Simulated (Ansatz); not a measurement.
# C6H4HfO: the cost of one run

Program: Ansatz 0.2.0, Gaussian basis. Level of theory: the settings change from run to run. These are calculated values, not measurements.

## Step 1: The molecule

The geometry comes from an earlier relaxation with PBE0-D4 in a triple-zeta def2 set; it is a stationary point, not always the lowest conformer. Hf takes a core potential in def2 sets; no spin-orbit term is included.

SMILES `C#[C][Hf]([OH])([C]#C)[C]#C`, 12 atoms, charge 0, spin multiplicity 1.

Atoms are counted from 1 here; the program's logs count them from 0.

Bond lengths: C1–C2 1.215 Å, C1–H9 1.067 Å, C2–Hf3 2.183 Å, Hf3–O4 1.888 Å, Hf3–C5 2.183 Å, Hf3–C7 2.183 Å, O4–H10 0.952 Å, C5–C6 1.215 Å, C6–H11 1.067 Å, C7–C8 1.215 Å, C8–H12 1.067 Å. Angles: C2–C1–H9 179.9°, C1–C2–Hf3 178.1°, C2–Hf3–O4 109.0°, C2–Hf3–C5 109.9°, C2–Hf3–C7 109.9°, O4–Hf3–C5 109.0°, O4–Hf3–C7 109.0°, C5–Hf3–C7 109.9°, Hf3–O4–H10 180.0°, Hf3–C5–C6 178.1°, C5–C6–H11 179.9°, Hf3–C7–C8 178.1°, C7–C8–H12 179.9°.

## Step 2: r2SCAN50/def2-TZVPP

This run has multiplicity 3, atoms shaken by 0.03 Å, relativity set to scalar, the search for lower states set to light.

The input, in.yaml:

```yaml
crystal:
  periodic: [false, false, false]
  atoms:
    - {symbol: C, position_ang: [-2.630292, 1.870656, 0.630965]}
    - {symbol: C, position_ang: [-1.676029, 1.201121, 0.302452]}
    - {symbol: Hf, position_ang: [-0.137939, -0.096563, -0.426888]}
    - {symbol: O, position_ang: [-0.400285, -0.660938, -2.258690]}
    - {symbol: C, position_ang: [1.789357, 0.956682, -0.361871]}
    - {symbol: C, position_ang: [2.871262, 1.607835, -0.227440]}
    - {symbol: C, position_ang: [-0.024169, -1.923547, 0.846445]}
    - {symbol: C, position_ang: [0.139780, -2.896608, 1.544764]}
    - {symbol: H, position_ang: [-3.377155, 2.470880, 1.066362]}
    - {symbol: H, position_ang: [-0.557900, -0.887483, -3.135813]}
    - {symbol: H, position_ang: [3.753548, 2.109752, -0.133953]}
    - {symbol: H, position_ang: [0.227582, -3.740842, 2.145893]}
basis:
  gaussian: {orbitals: def2-TZVPP}
magnetization: {spin_polarized: true, initial_magnetization: 2}
hamiltonian: {xc: {name: r2SCAN50}, pseudopotentials: {relativity: scalar}}
scf: {lower_state_search: light}
output: {forces: true}
```

The run is started by

```
$ ansatz run in.yaml --threads 4 --pin off --events-out ev --progress --plain --max-ram 11315MiB
```

**Question.** How long does this run take on 4 threads of Arm Neoverse V2, shared host, and how much memory does it need?

About 2.4 min, with a peak of 2.3 GiB.
